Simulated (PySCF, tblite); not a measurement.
# C5H13NOSi2: geometry, infrared bands and NMR shifts

Wanted: the infrared bands and NMR shifts of C5H13NOSi2 (`C=C/C(C)=N/[C@H]([SiH3])O[SiH3]`), by calculation.

Programs: tblite 0.8.0 and PySCF 2.14.0, with density-fitted response routines of our own. Each step states its level of theory. These are calculated values for one molecule in the gas phase, unless marked as measured. Atoms count from 0, in the outputs and in this text.

## 1. Starting geometry

22 atoms, charge 0, multiplicity 1; geometry from: force field or distance geometry start.

Bonds of the start (Å): C0–C1 1.30, C1–C2 1.48, C2–C3 1.46, C2–N4 1.27, N4–C5 1.44, C5–Si6 1.88, C5–O7 1.38, O7–Si8 1.72, C0–H9 1.11, C0–H10 1.08, C1–H11 1.08, C3–H12 1.12, C3–H13 1.12, C3–H14 1.13, C5–H15 1.13, Si6–H16 1.46, Si6–H17 1.46, Si6–H18 1.48, Si8–H19 1.46, Si8–H20 1.46, Si8–H21 1.48.

## 2. Relaxing the molecule with GFN2-xTB

What the job is given:

```
{"job": {"kind": "relax", "xc": "GFN2-xTB", "basis": "xTB"}, "charge": 0, "multiplicity": 1}
C     -3.682100     0.519100    -0.147700
C     -2.491400     1.019600    -0.282600
C     -1.246400     0.240400    -0.120300
C     -1.212100    -1.186800     0.180800
N     -0.146200     0.862800    -0.268600
C      1.161600     0.273300    -0.170000
Si     1.521900    -0.950200    -1.547500
O      1.513500    -0.177700     1.084200
Si     2.827700     0.754900     1.682800
H     -4.560100     1.184000    -0.273800
H     -3.928200    -0.508700     0.079400
H     -2.411500     2.074200    -0.504000
H     -2.211300    -1.480800     0.596500
H     -1.035600    -1.838400    -0.714600
H     -0.466700    -1.428000     0.996900
H      1.879900     1.127100    -0.356900
H      0.692200    -0.672300    -2.722400
H      1.397000    -2.333700    -1.107600
H      2.925100    -0.721400    -1.965300
H      4.062400     0.536800     0.927700
H      2.980000     0.556400     3.123500
H      2.419800     2.168800     1.508600
```

On the command line:

```sh
$ OMP_NUM_THREADS=1 python probes_run.py task.json out
```

This one command runs all jobs of the session in turn.

**Question.** This job is followed by: GFN2-xTB harmonic vibrations, gas phase; GIAO PBE0/pcSseg-1 NMR shielding, non-relativistic, gas phase. What will the session give for the following? strongest single infrared mode (GFN2-xTB); zero-point energy (GFN2-xTB); 13C shifts against TMS (PBE0/pcSseg-1); 1H shifts against TMS (PBE0/pcSseg-1, means over atoms taken as alike); 15N shifts against NH3 (PBE0/pcSseg-1); 29Si shifts against TMS (PBE0/pcSseg-1); 17O shifts against H2O (PBE0/pcSseg-1).

The runs gave:

| quantity | value |
| --- | --- |
| strongest single infrared mode (GFN2-xTB) | 768 cm⁻¹, 535 km/mol |
| zero-point energy (GFN2-xTB) | 99.9 kcal/mol |
| 13C shifts against TMS (PBE0/pcSseg-1) | 164.4, 153.1, 124.2, 84.8, 17.2 ppm |
| 1H shifts against TMS (PBE0/pcSseg-1, means over atoms taken as alike) | 6.75, 6.01, 5.77, 5.73, 4.87, 3.96, 2.49 ppm |
| 15N shifts against NH3 (PBE0/pcSseg-1) | 377.6 ppm |
| 29Si shifts against TMS (PBE0/pcSseg-1) | -38.4, -62.8 ppm |
| 17O shifts against H2O (PBE0/pcSseg-1) | 54.6 ppm |

What this shows: Relaxing lowered the energy by 1.060 eV in 255 steps; the close pair that moved most is O7–Si8, from 1.719 to 1.620 Å. No mode is imaginary among the 60: a minimum at this level. Unscaled tight-binding wavenumbers are off by several per cent, some by more. Its intensities can rank the bands wrongly. H11 (hydrogen on an alkene CH) lies farthest downfield among hydrogen, at 6.75 ppm; attached to an sp2 carbon and in the plane of the double bond. At PBE0/pcSseg-1: The widest tensor belongs to N4: span 620 ppm, with a paramagnetic part of -445 ppm.
